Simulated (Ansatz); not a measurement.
This script for Ansatz's Python interface starts 4 runs on CH6NOSi2, SMILES O=[C]N([SiH3])[SiH3]. What input does the engine get in each?

The script, `methods.py`:
```python
# -*- coding: utf-8 -*-
"""One geometry of CH6NOSi2, method by method."""

from pathlib import Path

import ansatz as az
from ase import Atoms
import numpy as np


def main():
    atoms = Atoms(["O", "C", "N", "Si", "Si", "H", "H", "H", "H", "H", "H"], positions=[
        (-1.1755, 2.1503, -1.2357),
        (-0.0659, 1.7089, -0.8341),
        (0.0398, 0.4322, -0.2013),
        (1.6523, -0.1227, 0.3407),
        (-1.3904, -0.6223, 0.0627),
        (1.554, -1.4515, 0.9637),
        (2.5564, -0.1975, -0.8164),
        (2.1922, 0.8314, 1.3205),
        (-2.3682, 0.0849, 0.9026),
        (-2.0041, -0.9439, -1.2341),
        (-0.9905, -1.8697, 0.7315),
    ])
    ch6nosi2 = az.Crystal.molecule_from_ase(atoms)

    job = ch6nosi2.calculation()
    job = job.basis(gaussian="cc-pVDZ")
    job = job.spin("collinear", total=1)

    print("functional    E (Ha)        dipole (D)   HOMO (eV)  LUMO (eV)")
    for name in ["r2scan0", "blyp", "hf", "cam_b3lyp"]:
        rep = job.functional(name).forces().orbitals().run(runs_dir="runs").report
        lines = Path(rep["orbitals_path"]).read_text().splitlines()
        field_of = lambda key: [line.split("=")[1].strip() for line in lines if line.startswith(key)]
        orbitals = [(27.211386 * float(e), s, float(n)) for e, s, n in zip(field_of("Ene="), field_of("Spin="), field_of("Occup="))]
        homo = max(e for e, _, n in orbitals if n > 0.5)
        lumo = min(e for e, _, n in orbitals if n < 0.5)
        dipole = 4.803205 * np.linalg.norm(rep["charge_distribution"]["dipole_moment_e_ang"])
        print(f"{name:10s} {rep['free_energy_ev'] / 27.211386246:14.6f} {dipole:9.3f} {homo:11.3f} {lumo:10.3f}")


if __name__ == "__main__":
    main()
```

Run 1:
```yaml
crystal:
  periodic: [false, false, false]
  atoms:
    - { symbol: O, position_ang: [-1.1755, 2.1503, -1.2357] }
    - { symbol: C, position_ang: [-0.0659, 1.7089, -0.8341] }
    - { symbol: "N", position_ang: [0.0398, 0.4322, -0.2013] }
    - { symbol: Si, position_ang: [1.6523, -0.1227, 0.3407] }
    - { symbol: Si, position_ang: [-1.3904, -0.6223, 0.0627] }
    - { symbol: H, position_ang: [1.554, -1.4515, 0.9637] }
    - { symbol: H, position_ang: [2.5564, -0.1975, -0.8164] }
    - { symbol: H, position_ang: [2.1922, 0.8314, 1.3205] }
    - { symbol: H, position_ang: [-2.3682, 0.0849, 0.9026] }
    - { symbol: H, position_ang: [-2.0041, -0.9439, -1.2341] }
    - { symbol: H, position_ang: [-0.9905, -1.8697, 0.7315] }
basis:
  gaussian:
    orbitals: cc-pVDZ
hamiltonian:
  xc: r2scan0
magnetization:
  spin_polarized: true
  initial_magnetization: 1.0
output:
  orbitals: {}
  forces: true
```

Run 2, against run 1:
```diff
-  xc: r2scan0
+  xc: blyp
```

Run 3, against run 1:
```diff
-  xc: r2scan0
+  xc: hf
```

Run 4, against run 1:
```diff
-  xc: r2scan0
+  xc: cam_b3lyp
```

`python methods.py` gives:
```text
functional    E (Ha)        dipole (D)   HOMO (eV)  LUMO (eV)
r2scan0       -750.465660     3.054      -7.386     -2.477
blyp          -750.582303     2.716      -5.158     -3.717
hf            -748.522120     3.425     -11.373      1.600
cam_b3lyp     -750.573724     2.976      -8.349     -1.530
```

Caveats:
- Total energies depend on the basis set; only differences at equal settings carry meaning.
- The geometry is a force-field or estimated start, not a minimum of this method, and the basis set is short of its limit. A lower total doesn't mark the better method: functionals have no common bound, and MP2 and coupled cluster aren't variational.
- The run takes the species as open-shell (spin multiplicity 2), which needn't be its ground state.
- Levels such as HOMO and LUMO are orbital energies: with these approximate functionals they aren't the ionisation energy and electron affinity, and their gap isn't the fundamental gap.
- For Al to Cl the sets with a tight d function, cc-pV(X+d)Z, are usual.
- The whole script took 46 s on 1 thread of Arm Neoverse V1, on a shared host, peak memory 0.46 GiB.
